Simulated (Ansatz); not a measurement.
A run of Ansatz 0.2.0 is set up as follows.

input.yaml

```yaml
crystal:
  lattice:
    - [0.0, 2.84863476, 2.84863476]
    - [2.84863476, 0.0, 2.84863476]
    - [2.84863476, 2.84863476, 0.0]
  atoms:
    - { symbol: Al, position: [0.5, 0.5, 0.5] }
    - { symbol: Cl, position: [0.0, 0.0, 0.0] }
kpoints:
  mp_grid: { grid: [8, 8, 8] }
scf:
  occupations: { method: fermi_dirac, width: 0.05 }
hamiltonian:
  xc: pbe
  pseudopotentials: { kind: all_electron, lapw: { basis_error: 0.001 } }
output:
  forces: true
  stress: true
  eigenvalues: true
  populations: true
```

Potentials or basis: all-electron LAPW, scalar-relativistic.

The run is started by

```bash
$ ansatz run input.yaml --threads 1 --pin off --max-ram 3072MiB --backend cpu --events-out ev --progress --plain --runs-dir out
```

(1) Estimate the Loewdin charges.

(2) What does it give for the band gap on the k mesh?

(3) Predict the pressure.

Answers

(1) Al +0.14; Cl -0.08 e.

(2) 0.53 eV, direct.

(3) 5.7 GPa.
